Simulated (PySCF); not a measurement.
# One shape, several levels: BH2SClO (SMILES OB(S)Cl)

Aim: a comparison of 5 runs (HF/STO-3G, B3LYP/6-31G*, TPSS/def2-TZVP, MP2/def2-SVPD) of BH2SClO. 

Program for the calculation: PySCF 2.14.0.

### Step 1. The molecule

BH2SClO: 6 atoms, total charge 0, spin state singlet. As SMILES, `OB(S)Cl`. Geometry: relaxed at PBE0-D4/def2-TZVP. This is one conformer, not always the lowest.

Bond lengths: O1–B2 1.348 Å, B2–S3 1.800 Å, B2–Cl4 1.770 Å, O1–H5 0.962 Å, S3–H6 1.344 Å. Angles: O1–B2–S3 121.5°, O1–B2–Cl4 120.9°, S3–B2–Cl4 117.6°, B2–O1–H5 113.2°, B2–S3–H6 94.9°.

### Step 2. Energy and forces at HF/STO-3G (run 1)

run.py

```python
from pyscf import gto

system = gto.M(
    atom='''
O      0.570130     1.715871    -1.185236
B     -0.438983    -0.412716    -0.213350
S      0.629279    -1.693384     2.751063
Cl    -2.873707    -2.048463    -1.822263
H     -0.166863     2.196996    -2.775441
H      2.359512     0.120753     3.158110
''',
    charge=0,
    max_memory=1860,
    spin=0,
    basis='sto-3g',
    verbose=4,
    unit='bohr',
)

myscf = system.RHF()
myscf.conv_tol = 1e-10
myscf.kernel()
if not myscf.converged:
    myscf = myscf.newton().run(myscf.mo_coeff, myscf.mo_occ)

e_tot = myscf.e_tot
print('Final energy', e_tot)
grad = myscf.nuc_grad_method().kernel()
myscf.analyze()
```

On the command line:

```sh
$ OMP_NUM_THREADS=1 python run.py
```

Standard output:

```text
PySCF version 2.14.0

[... 75 lines left out ...]
Total Energy =                        -947.263092869867705
[... 8 lines left out ...]
MO #2   energy= -90.77042432338    occ= 2
[... 6 lines left out ...]
MO #9   energy= -7.50406476648518  occ= 2
[... 6 lines left out ...]
MO #16  energy= -0.692822182444046 occ= 2
[... 6 lines left out ...]
MO #23  energy= -0.372924233270455 occ= 2
[... 6 lines left out ...]
MO #30  energy= 0.82494926096353   occ= 0
[... 39 lines left out ...]
Dipole moment(X, Y, Z, Debye):  1.28695,  1.89353, -0.31252
```

Run time: 1.7 s. Hardware: 1 thread of Intel Xeon at 2.70GHz, shared host; peak memory 0.12 GiB.

### Step 3. Energy and gradient at B3LYP/6-31G(d) (spherical functions) (run 2)

run.py

```python
from pyscf import gto, dft

system = gto.M(
    atom='''
O    0.301700   0.908000  -0.627200
B   -0.232300  -0.218400  -0.112900
S    0.333000  -0.896100   1.455800
Cl  -1.520700  -1.084000  -0.964300
H   -0.088300   1.162600  -1.468700
H    1.248600   0.063900   1.671200
''',
    spin=0,
    basis='6-31g*',
    verbose=4,
    max_memory=1860,
)

myscf = dft.RKS(system)
myscf.xc = 'b3lyp'
myscf.conv_tol = 1e-10
myscf.grids.level = 5
myscf.kernel()
if not myscf.converged:
    myscf = myscf.newton().run(myscf.mo_coeff, myscf.mo_occ)

etot = myscf.e_tot
print('Final energy', etot)
grad = myscf.nuc_grad_method().kernel()
myscf.analyze()
```

On the command line:

```sh
$ OMP_NUM_THREADS=1 python run.py
```

Standard output:

```text
PySCF version 2.14.0

[... 100 lines left out ...]
MO #3   energy= -19.1881980804567  occ= 2
[... 12 lines left out ...]
MO #16  energy= -0.586571062163776 occ= 2
[... 12 lines left out ...]
MO #29  energy= 0.141311010104783  occ= 0
[... 12 lines left out ...]
MO #42  energy= 0.653032731776545  occ= 0
[... 12 lines left out ...]
MO #55  energy= 1.04696323637014   occ= 0
[... 12 lines left out ...]
MO #68  energy= 2.78811692005001   occ= 0
[... 77 lines left out ...]
Dipole moment(X, Y, Z, Debye):  0.63909,  1.69686, -1.01008
```

Wall time 28 s (1 thread of Intel Xeon at 2.70GHz, shared host); peak memory 0.67 GiB.

### Step 4. Energy and gradient at B3LYP/6-31G(d) (Cartesian functions) (run 3)

run.py

```python
from pyscf import gto, dft

system = gto.Mole()
system.atom = '''
O        0.301700       0.908000      -0.627200
B       -0.232300      -0.218400      -0.112900
S        0.333000      -0.896100       1.455800
Cl      -1.520700      -1.084000      -0.964300
H       -0.088300       1.162600      -1.468700
H        1.248600       0.063900       1.671200
'''
system.verbose = 4
system.max_memory = 1860
system.spin = 0
system.basis = '6-31g*'
system.cart = True
system.build()

mf = dft.RKS(system, xc='b3lyp')
mf.conv_tol = 1e-10
mf.grids.level = 5
mf.kernel()
if not mf.converged:
    mf = mf.newton().run(mf.mo_coeff, mf.mo_occ)

e_final = mf.e_tot
print(f'total energy: {e_final:.8f} hartree')
grad = mf.nuc_grad_method().kernel()
dip = mf.dip_moment()
pop, q = mf.mulliken_pop()
```

On the command line:

```sh
$ OMP_NUM_THREADS=1 python run.py
```

Standard output:

```text
PySCF version 2.14.0

[... 75 lines left out ...]
converged SCF energy = -959.784557909867
total energy: -959.78455791 hartree
[... 13 lines left out ...]
Dipole moment(X, Y, Z, Debye):  0.63080,  1.68562, -1.00915
[... 79 lines left out ...]
charge of    5H =      0.12120
```

It took 25 s on 1 thread of Intel Xeon at 2.70GHz, shared host; peak memory 0.71 GiB.

Run 4 isn't shown in full; the table further down has it.

### Step 5. Energy and gradient at MP2/def2-SVPD (run 5)

job.py

```python
# OB(S)Cl
import pyscf.grad
from pyscf import gto, mp

mol = gto.M(
    atom='''
O      0.570130     1.715871    -1.185236
B     -0.438983    -0.412716    -0.213350
S      0.629279    -1.693384     2.751063
Cl    -2.873707    -2.048463    -1.822263
H     -0.166863     2.196996    -2.775441
H      2.359512     0.120753     3.158110
''',
    verbose=3,
    basis='def2-svpd',
    max_memory=1860,
    unit='bohr',
)

mf = mol.RHF()
mf.conv_tol = 1e-10
mf.kernel()
if not mf.converged:
    mf = mf.newton().run(mf.mo_coeff, mf.mo_occ)

pt = mp.MP2(mf, frozen=12).run()
e_final = pt.e_tot
print('E = %.10f Eh' % e_final)
grad = pt.Gradients().kernel()
mf.analyze()
```

On the command line:

```sh
$ OMP_NUM_THREADS=1 python job.py
```

Standard output:

```text
converged SCF energy = -957.547569994778
[... 30 lines left out ...]
MO #18  energy= -0.626847537481907 occ= 2
[... 18 lines left out ...]
MO #37  energy= 0.198019760246068  occ= 0
[... 18 lines left out ...]
MO #56  energy= 0.460845153707505  occ= 0
[... 18 lines left out ...]
MO #75  energy= 1.04059245327715   occ= 0
[... 18 lines left out ...]
MO #94  energy= 1.61523852298339   occ= 0
[... 18 lines left out ...]
MO #113 energy= 4.26031439780741   occ= 0
[... 7 lines left out ...]
Dipole moment(X, Y, Z, Debye):  0.46467,  1.38274, -0.90288
```

Wall time 29 s (1 thread of Intel Xeon at 2.70GHz, shared host); peak memory 1.3 GiB.

### Step 6. The series

```
run                               level  integration grid  Cartesian functions  energy (Eh)  dipole moment (D) of the reference  HOMO energy (eV)  LUMO energy (eV)  wall time
  1                           HF/STO-3G                 –                   no  -947.263093                                2.31             -8.10              7.76      1.7 s
  2  B3LYP/6-31G* (spherical functions)                 5                   no  -959.776731                                2.08             -7.52              0.05       28 s
  3  B3LYP/6-31G* (Cartesian functions)                 5                  yes  -959.784558                                2.06             -7.52              0.05       25 s
  4                      TPSS/def2-TZVP                 5                   no  -959.920655                                1.66             -6.78             -0.88      2 min
  5                       MP2/def2-SVPD                 –                   no  -958.113770                                1.72            -10.81              1.45       29 s
```

### Step 7. What came out

| quantity | value |
| --- | --- |
| run 5: total energy | -958.11377 Eh |
| run 5: dipole moment (Hartree–Fock density) | 1.72 D |
| run 5: HOMO energy (Hartree–Fock orbitals) | -10.81 eV |
| run 5: LUMO energy (Hartree–Fock orbitals) | 1.45 eV |
| run 5: HOMO–LUMO gap (Hartree–Fock orbitals) | 12.26 eV |
| run 5: correlation energy (12 core orbitals frozen) | -566.2 mEh |
| run 5: largest force on an atom | 0.439 eV/Å |

What this shows: Over runs 1, 2, 3, 4 the dipole moment (its size) runs from 1.66 D (TPSS/def2-TZVP) to 2.31 D (HF/STO-3G). The two ends differ in method and basis. Over runs 1, 2, 3, 4 the HOMO–LUMO gap runs from 5.90 eV (TPSS/def2-TZVP) to 15.86 eV (HF/STO-3G). Totals of different functionals can't be ranked against each other. In run 1 the basis is minimal, so the values are rough. All runs together took 3.4 min, the longest 2 min.
